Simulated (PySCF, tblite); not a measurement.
# C₇H₄F₂O: a rotation path, then NMR shifts on frames

How do NMR shifts of C₇H₄F₂O (`C#CC#C/C=C\OC(F)F`) change as the atoms move?

Computed with tblite 0.8.0 and PySCF 2.14.0, with density-fitted response routines of our own, on a single molecule in the gas phase. Atoms count from 0, in the outputs and in this text.

### 1 The molecule as given

14 atoms, charge 0, multiplicity 1; geometry from: GFN2-xTB.

Bonds of the start (Å): C0–C1 1.21, C1–C2 1.35, C2–C3 1.21, C3–C4 1.40, C4–C5 1.34, C5–O6 1.37, O6–C7 1.35, C7–F8 1.34, C7–F9 1.36, C0–H10 1.05, C4–H11 1.08, C5–H12 1.08, C7–H13 1.10.

### 2 The rotation path with GFN2-xTB

Job settings and geometry (Å):

```
{"job": {"kind": "neb", "xc": "GFN2-xTB", "basis": "xTB", "atoms": [8, 7, 6, 5], "turn": 120}, "charge": 0, "multiplicity": 1}
C      2.571179    -1.420170     3.089733
C      2.058149    -0.990910     2.086784
C      1.484602    -0.521771     0.953441
C      0.930404    -0.116155    -0.046678
C      0.386276     0.349609    -1.251113
C     -0.862779     0.752610    -1.496692
O     -1.952933     0.823577    -0.665432
C     -1.860272     0.396567     0.615416
F     -3.109811     0.266839     1.085102
F     -1.256595     1.317541     1.405345
H      3.013013    -1.789302     3.965673
H      1.082134     0.387939    -2.079784
H     -1.155204     1.105049    -2.473851
H     -1.328840    -0.561897     0.750065
```

With the program's defaults for keys left out, this is: GFN2-xTB climbing-image nudged elastic band, gas phase.

Started as:

```bash
OMP_NUM_THREADS=1 python probes_run.py task.json out
```

The driver reads the jobs from task.json and runs them one after another.

The program printed:

```text
image   E - E0 / eV
  0      -0.0000
  1       0.0111
  2       0.0260
  3       0.0373
  4       0.0422
  5       0.0399
  6       0.0309
  7       0.0154
  8      -0.0002
```

It took 3.6 s on 1 thread of Arm Neoverse V2, shared host.

The final band, with the dihedral F8–C7–O6–C5:

```tsv
image	dihedral (°)	energy (eV)	energy (kcal/mol)
0	-165	0.000	0.0
1	-155	0.011	0.3
2	-144	0.026	0.6
3	-134	0.037	0.9
4	-122	0.042	1.0
5	-111	0.040	0.9
6	-100	0.031	0.7
7	-89	0.015	0.4
8	-80	0.000	0.0
```

### 3 Nuclear shieldings: image 0, PBE0/pcSseg-1

Job settings and geometry (Å):

```
{"job": {"kind": "nmr", "xc": "PBE0", "basis": "pcSseg-1", "pop": false}, "charge": 0, "multiplicity": 1}
C      2.571200    -1.420200     3.089700
C      2.058100    -0.990900     2.086800
C      1.484600    -0.521800     0.953400
C      0.930400    -0.116200    -0.046700
C      0.386300     0.349600    -1.251100
C     -0.862800     0.752600    -1.496700
O     -1.952900     0.823600    -0.665400
C     -1.860300     0.396600     0.615400
F     -3.109800     0.266800     1.085100
F     -1.256600     1.317500     1.405300
H      3.013000    -1.789300     3.965700
H      1.082100     0.387900    -2.079800
H     -1.155200     1.105000    -2.473900
H     -1.328800    -0.561900     0.750100
```

Level: GIAO PBE0/pcSseg-1 NMR shielding, non-relativistic, gas phase.

The program printed:

```text
coarse grid: 13344 points
cycle   1  E = -543.0394839436  dE =  1.888e+00  |g| = 8.671e-01  |ddm| = 3.917e+00
cycle   2  E = -542.9249538821  dE =  1.145e-01  |g| = 1.210e+00  |ddm| = 1.337e+00
cycle   3  E = -543.1690226157  dE = -2.441e-01  |g| = 1.662e-01  |ddm| = 7.934e-01
cycle   4  E = -543.1729751636  dE = -3.953e-03  |g| = 1.098e-01  |ddm| = 2.011e-01
cycle   5  E = -543.1760463147  dE = -3.071e-03  |g| = 2.169e-02  |ddm| = 9.264e-02
cycle   6  E = -543.1761388310  dE = -9.252e-05  |g| = 8.826e-03  |ddm| = 2.300e-02
cycle   7  E = -543.1761547714  dE = -1.594e-05  |g| = 2.718e-03  |ddm| = 8.743e-03
cycle   8  E = -543.1761565128  dE = -1.741e-06  |g| = 8.849e-04  |ddm| = 3.019e-03
final grid: 134360 points
cycle   9  E = -543.2612394316  dE = -4.360e-05  |g| = 1.025e-02  |ddm| = 1.003e-01
cycle  10  E = -543.2612137849  dE =  2.565e-05  |g| = 1.558e-02  |ddm| = 1.798e-02
cycle  11  E = -543.2612577069  dE = -4.392e-05  |g| = 2.553e-03  |ddm| = 1.151e-02
cycle  12  E = -543.2612592525  dE = -1.546e-06  |g| = 7.389e-04  |ddm| = 2.350e-03
cycle  13  E = -543.2612593864  dE = -1.339e-07  |g| = 2.221e-04  |ddm| = 7.448e-04
cycle  14  E = -543.2612593965  dE = -1.010e-08  |g| = 9.733e-05  |ddm| = 2.331e-04
cycle  15  E = -543.2612593985  dE = -2.063e-09  |g| = 2.182e-05  |ddm| = 9.143e-05
cycle  16  E = -543.2612593986  dE = -8.629e-11  |g| = 1.403e-05  |ddm| = 2.768e-05
converged SCF energy = -543.2612593986

GIAO shielding tensors (ppm)
atom      isotropic    diamagn.    paramagn.     s11        s22        s33       span
  0 C      104.485     262.545    -158.060     33.206     37.514    242.736    209.531
  1 C      113.716     247.408    -133.693     23.556     24.616    292.976    269.420
  2 C       97.275     247.699    -150.424     27.525     49.184    215.116    187.591
  3 C      115.254     254.068    -138.815     15.559     23.014    307.188    291.629
  4 C       94.816     261.399    -166.583      7.683    116.773    159.991    152.309
  5 C       28.036     248.435    -220.399    -83.413     59.527    107.993    191.406
  6 O      135.477     394.765    -259.287     78.312    106.027    222.093    143.782
  7 C       65.478     244.365    -178.887     47.191     68.972     80.271     33.079
  8 F      280.009     467.450    -187.441    190.770    300.604    348.653    157.884
  9 F      256.512     474.166    -217.654    181.296    252.704    335.537    154.241
 10 H       29.716      34.081      -4.365     24.859     25.003     39.286     14.427
 11 H       26.454      30.002      -3.548     22.421     27.445     29.497      7.076
 12 H       25.235      28.333      -3.098     21.922     26.171     27.613      5.691
 13 H       23.840      29.316      -5.477     19.645     23.533     28.341      8.696
```

It took 30 s on 1 thread of Arm Neoverse V2, shared host; peak memory 0.84 GiB.

The references, computed at this level on geometries of the same kind, shield at (ppm): 1H TMS 31.72, 13C TMS 186.9, 19F CFCl3 170.9, 17O H2O 336.1. Their shielding less the atom's gives the shift. The references are single molecules in the gas phase, so shifts against H2O, NH3, PH3, H3PO4 or CFCl3 are not on the usual liquid scales and can be off by tens of ppm. Each atom is listed at this fixed geometry, with no averaging over motion; a spectrum would average atoms that exchange fast.

```tsv
atoms	environment	σ (ppm)	δ (ppm)
C5	alkene carbon bearing oxygen	28.0	158.9
C7	sp3 CH bonded to 2 F and O	65.5	121.4
C4	β carbon of an enol-ether or enamine type C=C	94.8	92.1
C2	alkyne carbon	97.3	89.7
C0	terminal alkyne carbon	104.5	82.4
C1	alkyne carbon	113.7	73.2
C3	alkyne carbon	115.3	71.7
H13	hydrogen on an sp3 CH bonded to 2 F and O	23.84	7.88
H12	hydrogen on an alkene carbon bearing oxygen	25.24	6.48
H11	hydrogen on a β carbon of an enol-ether or enamine type C=C	26.45	5.26
H10	hydrogen on a terminal alkyne carbon	29.72	2.00
O6	ether oxygen	135.5	200.6
F9	fluorine of a CF2 group	256.5	-85.6
F8	fluorine of a CF2 group	280.0	-109.1
```

The fields below are evaluated on a grid from the run's orbitals.

Frontier orbitals at PBE0/pcSseg-1, with the share of their density that lies nearest to each atom:

```tsv
orbital	energy (eV)	lies on
HOMO	-6.96	C0, C2, C5 about 17 % each; C3, C4 about 13 % each; O6 8 %
LUMO	-1.76	C5 23 %; C0, C2, C3 about 15 % each; C4 9 %
```

ELF in a plane through or near 11 of the atoms.

Ten even steps from '0' (0.00) to '9' (1.00):
```
0000000000000000000000000000
0000000000000000000000000000
0000000000000000000000000000
0000000000000017610000000000
0000000000000069980000000000
0000000000122059960110000000
0000002211467555723993000000
0000025655678193668997000000
0000146867427584845995000000
0006983623728751344200000000
0009993486656200375610000000
0009997675110045686840000000
0003764542000053266730000000
0000000110000013550000000000
0000000000000003787100000000
0000000000000006886100000000
0000000000000003442000000000
0000000000000000100000000000
0000000000000000000000000000
0000000000000000000000000000
```
The map spans 15.1 Å across and 10.5 Å up, centred on the molecule. Atoms in the plane (x, y in Å): C0 (-4.0, -0.1), C1 (-2.8, 0.3), C2 (-1.5, 0.7), C3 (-0.3, 1.0), C4 (1.0, 1.5), C5 (2.1, 0.7), O6 (2.3, -0.6), C7 (1.2, -1.5), H10 (-5.0, -0.4), H11 (1.1, 2.5), H12 (3.1, 1.2).

On the surface of density 0.002 e/bohr³ the electrostatic potential runs, from the 1st to the 99th percentile, from -0.84 V near F9 to 1.60 V near H10.

### 4 Shielding tensors: image 2, PBE0/pcSseg-1

Job settings and geometry (Å):

```
{"job": {"kind": "nmr", "xc": "PBE0", "basis": "pcSseg-1", "pop": false}, "charge": 0, "multiplicity": 1}
C      2.556800    -1.465500     3.082100
C      2.066800    -1.047800     2.062700
C      1.499200    -0.588200     0.923000
C      0.943100    -0.172800    -0.072900
C      0.384900     0.301000    -1.268400
C     -0.851900     0.754900    -1.489100
O     -1.928000     0.876900    -0.647700
C     -1.847900     0.484800     0.645700
F     -3.036600    -0.030200     1.005900
F     -1.645200     1.551300     1.457100
H      3.011600    -1.815100     3.959100
H      1.057500     0.298800    -2.116500
H     -1.148800     1.106600    -2.465600
H     -1.062200    -0.255200     0.862700
```

Level: GIAO PBE0/pcSseg-1 NMR shielding, non-relativistic, gas phase.

The program printed:

```text
coarse grid: 13344 points
cycle   1  E = -543.0387195203  dE =  1.887e+00  |g| = 8.660e-01  |ddm| = 3.881e+00
cycle   2  E = -542.9221860702  dE =  1.165e-01  |g| = 1.212e+00  |ddm| = 1.284e+00
cycle   3  E = -543.1674493549  dE = -2.453e-01  |g| = 1.655e-01  |ddm| = 7.707e-01
cycle   4  E = -543.1713616723  dE = -3.912e-03  |g| = 1.106e-01  |ddm| = 2.011e-01
cycle   5  E = -543.1745110753  dE = -3.149e-03  |g| = 2.117e-02  |ddm| = 9.317e-02
cycle   6  E = -543.1745990415  dE = -8.797e-05  |g| = 8.669e-03  |ddm| = 2.233e-02
cycle   7  E = -543.1746144019  dE = -1.536e-05  |g| = 2.754e-03  |ddm| = 8.649e-03
cycle   8  E = -543.1746162105  dE = -1.809e-06  |g| = 8.730e-04  |ddm| = 2.949e-03
final grid: 134360 points
cycle   9  E = -543.2595539859  dE = -3.953e-05  |g| = 1.026e-02  |ddm| = 1.005e-01
cycle  10  E = -543.2595278376  dE =  2.615e-05  |g| = 1.568e-02  |ddm| = 1.703e-02
cycle  11  E = -543.2595720921  dE = -4.425e-05  |g| = 2.516e-03  |ddm| = 1.121e-02
cycle  12  E = -543.2595736252  dE = -1.533e-06  |g| = 7.106e-04  |ddm| = 2.343e-03
cycle  13  E = -543.2595737500  dE = -1.249e-07  |g| = 2.160e-04  |ddm| = 7.291e-04
cycle  14  E = -543.2595737595  dE = -9.519e-09  |g| = 9.520e-05  |ddm| = 2.167e-04
cycle  15  E = -543.2595737615  dE = -1.938e-09  |g| = 1.845e-05  |ddm| = 8.521e-05
cycle  16  E = -543.2595737615  dE = -5.411e-11  |g| = 1.263e-05  |ddm| = 2.310e-05
converged SCF energy = -543.2595737615

GIAO shielding tensors (ppm)
atom      isotropic    diamagn.    paramagn.     s11        s22        s33       span
  0 C      102.712     262.015    -159.303     32.619     36.749    238.768    206.149
  1 C      114.193     247.660    -133.467     24.034     25.139    293.406    269.372
  2 C       94.547     246.590    -152.043     29.645     48.230    205.766    176.121
  3 C      115.712     253.820    -138.108     16.114     22.088    308.935    292.821
  4 C       96.907     261.709    -164.802      8.874    120.614    161.234    152.360
  5 C       26.747     248.177    -221.429    -86.403     58.335    108.310    194.713
  6 O      132.403     394.660    -262.257     73.613     91.910    231.685    158.072
  7 C       66.697     247.817    -181.120     48.486     69.100     82.505     34.019
  8 F      276.119     468.860    -192.741    184.259    298.308    345.790    161.531
  9 F      263.738     472.003    -208.265    175.525    270.253    345.435    169.911
 10 H       29.594      33.965      -4.371     24.862     24.968     38.952     14.091
 11 H       26.522      29.934      -3.412     22.496     27.527     29.544      7.048
 12 H       25.199      28.322      -3.123     21.847     26.022     27.727      5.880
 13 H       22.904      29.562      -6.658     17.449     20.487     30.776     13.327
```

Run time: 23 s. Hardware: 1 thread of Arm Neoverse V2, shared host; peak memory 0.82 GiB.

Key values: δ C5 160.2, C7 120.2, C2 92.4, C4 90.0, H13 8.81, H12 6.52 ppm.

[end of part 1 of 2]
